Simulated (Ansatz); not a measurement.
# CH6InP: how energies converge with the basis set

One table from this session's results is given with a row withheld; the runs are named, their logs left out.

Program: Ansatz 0.2.0, Gaussian basis. Level of theory: one geometry, several basis sets. These are calculated values, not measurements.

The runs, in order: PBE0-D4/def2-SVP; ωB97M-V/def2-SVP; PBE0-D4/def2-QZVPP; ωB97M-V/def2-QZVPP; the functionals' def2-TZVPP values are taken from earlier runs.

1 further run of the same task is left out (for a known fault of the program).

**The relaxed structure**

All runs share one geometry, relaxed beforehand with PBE0-D4 in a triple-zeta def2 set. In takes the def2 core potential; no spin-orbit term is included.

SMILES `[CH3][InH][PH2]`, 9 atoms, charge 0, spin multiplicity 1.

Atoms are counted from 1 here; the program's logs count them from 0.

Bond lengths: C1–In2 2.153 Å, C1–H4 1.091 Å, C1–H5 1.090 Å, C1–H6 1.093 Å, In2–P3 2.500 Å, In2–H7 1.730 Å, P3–H8 1.420 Å, P3–H9 1.421 Å. Angles: In2–C1–H4 110.4°, In2–C1–H5 111.3°, In2–C1–H6 109.1°, H4–C1–H5 109.4°, H4–C1–H6 107.9°, H5–C1–H6 108.6°, C1–In2–P3 119.4°, C1–In2–H7 122.5°, P3–In2–H7 118.0°, In2–P3–H8 94.1°, In2–P3–H9 94.0°, H8–P3–H9 94.3°.

Geometry (Å):

```
atom    x (Å)    y (Å)    z (Å)
  C1  -0.9344   1.0898  -0.9286
 In2   0.6956  -0.2144  -0.4006
  P3   0.3633  -1.9328   1.3848
  H4  -1.0429   1.1440  -2.0130
  H5  -1.8710   0.7500  -0.4872
  H6  -0.7207   2.0966  -0.5617
  H7   2.2137  -0.1880  -1.2305
  H8   1.6284  -1.7001   1.9874
  H9  -0.3319  -1.0450   2.2495
```

Set-up of the first run:

The input, in.yaml:

```yaml
crystal:
  periodic: [false, false, false]
  atoms:
    - {symbol: C, position_ang: [-0.934397, 1.089757, -0.928583]}
    - {symbol: In, position_ang: [0.695574, -0.214400, -0.400640]}
    - {symbol: P, position_ang: [0.363326, -1.932828, 1.384762]}
    - {symbol: H, position_ang: [-1.042910, 1.144030, -2.013048]}
    - {symbol: H, position_ang: [-1.871042, 0.749957, -0.487205]}
    - {symbol: H, position_ang: [-0.720747, 2.096571, -0.561684]}
    - {symbol: H, position_ang: [2.213668, -0.187989, -1.230490]}
    - {symbol: H, position_ang: [1.628400, -1.700057, 1.987397]}
    - {symbol: H, position_ang: [-0.331870, -1.045041, 2.249492]}
basis:
  gaussian: {orbitals: def2-SVP}
hamiltonian: {xc: pbe0, dispersion: d4}
output: {orbitals: {seedname: orbitals}}
```

Command:

```console
ansatz run in.yaml --threads 2 --pin off --events-out ev --progress --plain --max-ram 4352MiB
```

Among the steps run: PBE0-D4 in def2-SVP; ωB97M-V in def2-SVP; PBE0-D4 in def2-QZVPP; ωB97M-V in def2-QZVPP.

One table of the session follows, with a row left open; its other results are not shown here.

```
functional       basis  HOMO (eV)  LUMO (eV)
   PBE0-D4    def2-SVP          ?          ?
   PBE0-D4  def2-TZVPP      -6.80      -1.47
   PBE0-D4  def2-QZVPP      -6.82      -1.48
   ωB97M-V    def2-SVP      -8.72       0.15
   ωB97M-V  def2-TZVPP      -8.80      -0.01
   ωB97M-V  def2-QZVPP      -8.82      -0.05
```

Estimate the missing values for PBE0-D4, def2-SVP.

The run gave: HOMO (eV): -6.75; LUMO (eV): -1.40. In the column «HOMO (eV)» it is the highest.
